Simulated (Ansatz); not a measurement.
This script for Ansatz's Python interface starts 2 runs on HKS, SMILES [SH][K]. What input does the engine get in each?

`hks_cas.py`:
```python
"""Static correlation in HKS: natural occupations of an active space."""

import ansatz as az

GEOMETRY = """
S    -0.59370   -0.75010   -0.41470
K     1.69800    0.05580    0.93810
H    -1.11530    0.62950   -0.53670
"""

mol = az.Crystal.molecule()
for line in GEOMETRY.strip().splitlines():
    symbol, *xyz = line.split()
    mol = mol.atom(symbol, [float(v) for v in xyz])

setup = mol.calculation().basis(gaussian="def2-SVP").correlation(active_electrons=2, active_orbitals=2)
for method in [None, "sc_nevpt2"]:
    data = (setup if method is None else setup.correlation(method)).run(threads=1, backend="cpu").report
    space = data["configurations"]
    state = space["states"][0]
    print(method or "casscf", f"total {data['free_energy_ev'] / 27.211386246:.6f} Ha, active-space state {state['energy']['hartree']:.6f} Ha, mean field {data['reference_energy_ev'] / 27.211386246:.6f} Ha")
    print("  determinants", state["n_determinants"], " natural occupations", [round(n, 3) for n in space["natural_occupations"]])
```

Run 1:
```yaml
crystal:
  periodic: [false, false, false]
  atoms:
    - { symbol: S, position_ang: [-0.5937, -0.7501, -0.4147] }
    - { symbol: K, position_ang: [1.698, 0.0558, 0.9381] }
    - { symbol: H, position_ang: [-1.1153, 0.6295, -0.5367] }
basis:
  gaussian:
    orbitals: def2-SVP
correlation:
  active_space:
    window:
      electrons: 2
      orbitals: 2
```

Run 2, against run 1:
```diff
+  method: sc_nevpt2
```

Output of `python hks_cas.py`:
```text
casscf total -997.110108 Ha, active-space state -997.110108 Ha, mean field -997.091254 Ha
  determinants 4  natural occupations [1.964, 0.036]
sc_nevpt2 total -997.275923 Ha, active-space state -997.110101 Ha, mean field -997.091254 Ha
  determinants 4  natural occupations [1.964, 0.036]
```

What to keep in mind:
- Total energies depend on the basis set; only differences at equal settings carry meaning.
- The geometry is a force-field or estimated start, not a minimum of this method, and the basis set is short of its limit. The active space starts as a window about the frontier orbitals and is then optimised, not chosen by chemistry.
- It ran for 2.8 s on 1 thread of Arm Neoverse V2 (shared host), peak memory 0.15 GiB.
